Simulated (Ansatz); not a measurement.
# TiHg: the cost of one run

Method: DFT LDA, scalar-relativistic, in Ansatz 0.2.0.

### 1 The starting structure

The structure is tetragonal, space group P4/mmm (No. 123). The conventional cell has a = 3.009 Å, b = 3.009 Å, c = 4.041 Å, α = 90.00°, β = 90.00°, γ = 90.00°. Ti (site symmetry 4/mmm) has 8 Hg at 2.93 Å and 4 Ti at 3.01 Å as nearest neighbours. Around Hg (site symmetry 4/mmm) lie 8 Ti at 2.93 Å and 4 Hg at 3.01 Å.

Coordinates:

```cif
data_structure
_symmetry_space_group_name_H-M 'P 1'
_symmetry_Int_Tables_number 1
_cell_length_a 3.0090
_cell_length_b 3.0090
_cell_length_c 4.0410
_cell_angle_alpha 90.000
_cell_angle_beta 90.000
_cell_angle_gamma 90.000
_cell_volume 36.59
loop_
_atom_site_label
_atom_site_type_symbol
_atom_site_fract_x
_atom_site_fract_y
_atom_site_fract_z
_atom_site_occupancy
Ti1 Ti 0.50000 0.50000 0.50000 1
Hg1 Hg 0.00000 0.00000 0.00000 1
```

Atoms are numbered in the order of the input: Ti1, Hg2.

### 2 The deformed structure

Space group P4/mmm before, P4/mmm after.

### 3 Full-potential LAPW

input.yaml reads:

```yaml
crystal:
  lattice:
    - [3.03909, 0.0, 0.0]
    - [0.0, 3.03909, 0.0]
    - [0.0, 0.0, 4.041]
  atoms:
    - { symbol: Ti, position: [0.5, 0.5, 0.5] }
    - { symbol: Hg, position: [0.0, 0.0, 0.0] }
kpoints:
  mp_grid: { grid: [14, 14, 10] }
  band_path:
    path:
      - [0.0, 0.0, 0.0]
      - [0.0, 0.5, 0.0]
      - [0.5, 0.5, 0.0]
      - [0.0, 0.0, 0.0]
      - [0.0, 0.0, 0.5]
      - [0.0, 0.5, 0.5]
      - [0.5, 0.5, 0.5]
      - [0.0, 0.0, 0.5]
      - [0.0, 0.5, 0.0]
    npoints: 5
scf:
  occupations: { method: fermi_dirac, width: 0.08 }
hamiltonian:
  xc: lda
  pseudopotentials: { kind: all_electron, lapw: { basis_error: 0.001 } }
output:
  forces: true
  stress: true
  eigenvalues: true
```

Started as:

```console
> ansatz run input.yaml --threads 1 --pin off --max-ram 3072MiB --backend cpu --events-out ev --progress --plain --runs-dir out
```

**Question.** How long does this run take on 1 thread of Intel Xeon 6975P-C (Granite Rapids), shared host, and how much memory does it need?

About 34 s, with a peak of 0.76 GiB.
